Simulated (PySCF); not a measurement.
**PdH5: structure of the quartet**

Aim: relax PdH5 as a quartet from a PBE0 minimum start, check by its vibrations whether the end is a minimum, and collect its spectrum and constants.

Program: PySCF 2.14.0. Level of theory: PBE0, basis Pd def2-TZVP with ECP28, H def2-TZVP, scalar-relativistic core potentials, no spin–orbit coupling, density fitting. These are calculated values, not measurements.

### 1 Starting geometry

6 atoms, charge 0, spin multiplicity 4.

Bond lengths: Pd1–H2 1.653 Å, Pd1–H3 1.898 Å, Pd1–H4 1.649 Å, Pd1–H5 1.649 Å, Pd1–H6 1.898 Å, H3–H6 0.792 Å. Angles: H2–Pd1–H3 95.0°, H2–Pd1–H4 120.0°, H2–Pd1–H5 120.0°, H2–Pd1–H6 95.0°, H3–Pd1–H4 83.3°, H3–Pd1–H5 103.9°, H3–Pd1–H6 24.1°, H4–Pd1–H5 118.5°, H4–Pd1–H6 103.9°, H5–Pd1–H6 83.3°, Pd1–H3–H6 78.0°, Pd1–H6–H3 78.0°.

Coordinates in bohr (charge 0 multiplicity 4):
```
Pd   -0.0367    0.0370    0.0257
H     0.7403   -0.7549    2.9456
H     2.7181   -1.6744   -1.5064
H     1.2547    2.5403   -1.3057
H    -2.5470   -1.2298   -1.3163
H     1.6560   -2.7277   -1.5094
```

### 2 Finding the electronic state

One driver script runs all steps and calls PySCF; scf.py shows how it sets up the SCF of each step. The optimiser is the driver's own. After this first run the driver tries any further starts and a stability analysis.

scf.py reads:

```python
from pyscf import gto, scf, dft
mol = gto.M(atom='''
Pd    -0.019430     0.019554     0.013576
H      0.391770    -0.399462     1.558722
H      1.438368    -0.886041    -0.797176
H      0.663941     1.344295    -0.690925
H     -1.347803    -0.650788    -0.696582
H      0.876312    -1.443442    -0.798757''',
    basis={'Pd': 'def2-TZVP', 'H': 'def2-TZVP'},
    ecp={'Pd': 'def2-TZVP'},
    charge=0, spin=3)
mf = dft.UKS(mol, xc='PBE0')
mf.grids.atom_grid = (50, 194)
aux = {'Pd': 'def2-universal-JKFIT', 'H': 'def2-universal-JKFIT'}
mf = mf.density_fit(auxbasis=aux)
mf.conv_tol = 1e-08
mf.diis_space = 10
mf.max_cycle = 60
mf.init_guess = 'minao'
mf.verbose = 4
mf.kernel()
```

Command:

```console
$ OMP_NUM_THREADS=2 python axn.py task.json out
```

Standard output:

```text
init E= -121.083823406924
[... the frontier-level lines of each cycle are left out ...]
cycle= 1 E= -129.183377153649  delta_E= -8.1  |g|= 2.08  |ddm|= 3.19
cycle= 2 E= -113.669963273124  delta_E= 15.5  |g|= 4.23  |ddm|= 15.3
cycle= 3 E= -130.085963645979  delta_E= -16.4  |g|= 1.15  |ddm|= 15.3
cycle= 4 E= -130.68156215877  delta_E= -0.596  |g|= 0.213  |ddm|=  1.1
cycle= 5 E= -130.700784256306  delta_E= -0.0192  |g|= 0.118  |ddm|= 0.213
cycle= 6 E= -130.70490319563  delta_E= -0.00412  |g|= 0.0627  |ddm|= 0.0674
cycle= 7 E= -130.706644669341  delta_E= -0.00174  |g|= 0.0273  |ddm|= 0.0643
cycle= 8 E= -130.706925378099  delta_E= -0.000281  |g|= 0.00748  |ddm|= 0.0236
cycle= 9 E= -130.706945095238  delta_E= -1.97e-05  |g|= 0.00122  |ddm|= 0.00534
cycle= 10 E= -130.706945908247  delta_E= -8.13e-07  |g|= 0.000667  |ddm|= 0.00124
cycle= 11 E= -130.706946158607  delta_E= -2.5e-07  |g|= 0.000105  |ddm|= 0.000952
cycle= 12 E= -130.706946166227  delta_E= -7.62e-09  |g|= 4.45e-05  |ddm|= 0.000167
Extra cycle  E= -130.706946164035  delta_E= 2.19e-09  |g|= 9.82e-05  |ddm|= 8.47e-05
converged SCF energy = -130.706946164035  <S^2> = 3.7560889  2S+1 = 4.0030433
```

This step, with its further starts and checks, needed 17 s of wall time on 2 threads of Arm Neoverse N1, shared host.

The starts that the driver tried:

```
                      start  energy (Eh)
    the minimal-basis guess  -130.706946
a thermally smeared density  -130.706946
      a smeared PBE density  -130.706946
```

No lower solution of this spin turned up from the other starts or in the test of internal stability.

### 3 Relaxing the quartet from the PBE0 minimum start

The program finds Cs symmetry in the start, which this walk keeps. The walk stops when the largest gradient is under 0.0003 Eh/bohr and the energy has settled too.

scf.py, as its differences from that of step 2:

```diff
@@ -3,6 +3,6 @@
-Pd    -0.019430     0.019554     0.013576
-H      0.391770    -0.399462     1.558722
-H      1.438368    -0.886041    -0.797176
-H      0.663941     1.344295    -0.690925
-H     -1.347803    -0.650788    -0.696582
-H      0.876312    -1.443442    -0.798757''',
+Pd    -0.019256     0.019378     0.013559
+H      0.391944    -0.399637     1.558705
+H      1.438542    -0.886217    -0.797193
+H      0.664115     1.344120    -0.690942
+H     -1.347629    -0.650963    -0.696599
+H      0.876486    -1.443618    -0.798774''',
@@ -19 +18,0 @@
-mf.init_guess = 'minao'
```

Steps of the walk:

| step | energy (Eh) | change (kJ/mol) | largest symmetric gradient (Eh/bohr) |
| --- | --- | --- | --- |
| 0 | -130.706946 | 0.00 | 0.00010 |

The walk took 2.7 s.

After 0 steps and 0.0 kJ/mol it ends at Cs: H–H 0.792 Å, Pd–H 1.649 Å (×2), Pd–H 1.653 Å, Pd–H 1.898 Å (×2); H–H–Pd 78.0° (×2), H–Pd–H 24.1°, H–Pd–H 83.3° (×2), H–Pd–H 95.0° (×2), H–Pd–H 103.9° (×2), H–Pd–H 118.5°.

### 4 Is it a minimum? Harmonic modes

The point is checked on the finer grid, and tightened if its gradient asks for it. The Hessian and the dipole derivatives come from central differences of analytic gradients, with steps of 0.02 bohr.

scf.py, as its differences from that of step 3:

```diff
@@ -3,6 +3,6 @@
-Pd    -0.019256     0.019378     0.013559
-H      0.391944    -0.399637     1.558705
-H      1.438542    -0.886217    -0.797193
-H      0.664115     1.344120    -0.690942
-H     -1.347629    -0.650963    -0.696599
-H      0.876486    -1.443618    -0.798774''',
+Pd    -0.019380     0.019503     0.013571
+H      0.392131    -0.399824     1.558371
+H      1.438410    -0.886093    -0.796993
+H      0.664248     1.344060    -0.690981
+H     -1.347570    -0.651097    -0.696638
+H      0.876363    -1.443486    -0.798574''',
@@ -13 +13 @@
-mf.grids.atom_grid = (50, 194)
+mf.grids.atom_grid = (75, 302)
@@ -16 +16 @@
-mf.conv_tol = 1e-08
+mf.conv_tol = 1e-10
```

The driver hands on the density of the step before, so the log starts near convergence.

SCF at the final geometry:

```text
init E= -130.706915533889
[... the frontier-level lines of each cycle are left out ...]
cycle= 1 E= -130.706915533889  delta_E= -5.4e-13  |g|= 3.31e-07  |ddm|= 5.74e-07
Extra cycle  E= -130.706915533889  delta_E= -8.53e-14  |g|= 3.98e-07  |ddm|= 4.84e-07
converged SCF energy = -130.706915533889  <S^2> = 3.7560885  2S+1 = 4.0030431
```

The whole step took 1.9 min.

Geometry: Cs; H–H 0.792 Å, Pd–H 1.649 Å (×2), Pd–H 1.653 Å, Pd–H 1.898 Å (×2); H–H–Pd 78.0° (×2), H–Pd–H 24.1°, H–Pd–H 83.2° (×2), H–Pd–H 95.0° (×2), H–Pd–H 103.9° (×2), H–Pd–H 118.5°.

Harmonic modes (main isotopes):

| symmetry | ω (cm⁻¹) | IR (km/mol) | μ (u) |
| --- | --- | --- | --- |
| a'' | 117 | 0.0 | 1.01 |
| a' | 426 | 35.0 | 1.04 |
| a'' | 487 | 0.3 | 1.02 |
| a' | 495 | 0.4 | 1.02 |
| a' | 678 | 1.7 | 1.02 |
| a'' | 713 | 22.6 | 1.02 |
| a' | 716 | 23.0 | 1.02 |
| a'' | 1060 | 5.6 | 1.01 |
| a' | 1594 | 35.8 | 1.02 |
| a'' | 1618 | 24.5 | 1.02 |
| a' | 1696 | 0.9 | 1.01 |
| a' | 3731 | 1.1 | 1.01 |

Every mode is real; the point is a minimum.

Properties at this point:

- Dipole moment: 1.19 D
- Highest occupied level: -6.89 eV
- Lowest empty level: -3.86 eV
- Rotational constants: 1.983, 1.529, 1.499 cm⁻¹
- Zero-point energy: 79.7 kJ/mol
- Principal polarisabilities: 36.3, 50.2, 51.6 bohr³
- Atomisation energy without zero-point energy: 904 kJ/mol
- Principal traceless quadrupole moments about the centre of mass: -2.97, -2.20, 5.17 D Å
- Entropy at 298.15 K and 1 bar (electronic part: spin only): 283.3 J/(mol K)
- Heat capacity Cp at 298.15 K: 70.2 J/(mol K)
- Enthalpy at 298.15 K above 0 K: 14.70 kJ/mol
- Rotational symmetry number: 1
- Spin squared ⟨S²⟩: 3.756

Charges (e) and bond orders:

| atom | Mulliken | Löwdin | polar tensor | spin (Mulliken) | Mayer order to Pd1 |
| --- | --- | --- | --- | --- | --- |
| Pd1 | -0.13 | -0.33 | 0.04 | 1.48 | – |
| H2 | -0.02 | 0.02 | -0.03 | 0.47 | 0.80 |
| H3,6 | 0.09 | 0.13 | 0.03 | 0.06 | 0.24 |
| H4,5 | -0.02 | 0.02 | -0.04 | 0.46 | 0.81 |

Outer orbital energies (eV). α occupied: -12.16, -11.83, -11.79, -10.20, -10.07, -8.09, -6.90, -6.89; empty: 0.53, 0.87, 1.24, 1.46. β occupied: -60.41, -60.36, -14.50, -10.25, -10.21, -10.01, -9.58, -9.46; empty: -3.86, -3.34, -3.26, 1.28.

Mulliken populations on Pd1 (outside its core potential): s 2.70, p 6.65, d 8.78, f 0.00.

### 5 Summary of results

```
                                          quantity                                                                                                                                                                      value
                                           minimum                                                                                                                                                                quartet, Cs
                                          geometry  H–H 0.792 Å, Pd–H 1.649 Å (×2), Pd–H 1.653 Å, Pd–H 1.898 Å (×2); H–H–Pd 78.0° (×2), H–Pd–H 24.1°, H–Pd–H 83.2° (×2), H–Pd–H 95.0° (×2), H–Pd–H 103.9° (×2), H–Pd–H 118.5°
                                wavenumbers (cm⁻¹)                                           117 (a''), 426 (a'), 487 (a''), 495 (a'), 678 (a'), 713 (a''), 716 (a'), 1060 (a''), 1594 (a'), 1618 (a''), 1696 (a'), 3731 (a')
                                     dipole moment                                                                                                                                                                     1.19 D
highest occupied, lowest empty level (either spin)                                                                                                                                                            -6.89, -3.86 eV
                        polar-tensor charge of Pd1                                                                                                                                                                    +0.04 e
                                 zero-point energy                                                                                                                                                                79.7 kJ/mol
                               entropy at 298.15 K                                                                                                                                                            283.3 J/(mol K)
         atomisation energy (no zero-point energy)                                                                                                                                                                 904 kJ/mol
                                              ⟨S²⟩                                                                                                                                                                      3.756
```

The PBE0 minimum start keeps its Cs symmetry and ends in a minimum. In the infrared the band at 1594 cm⁻¹ (a') leads. Other starts or spin states, not run here, may lie lower. Open d and f shells are described by one determinant, and the ground state may have another occupation or spin.

The search up to here took 2.2 min.
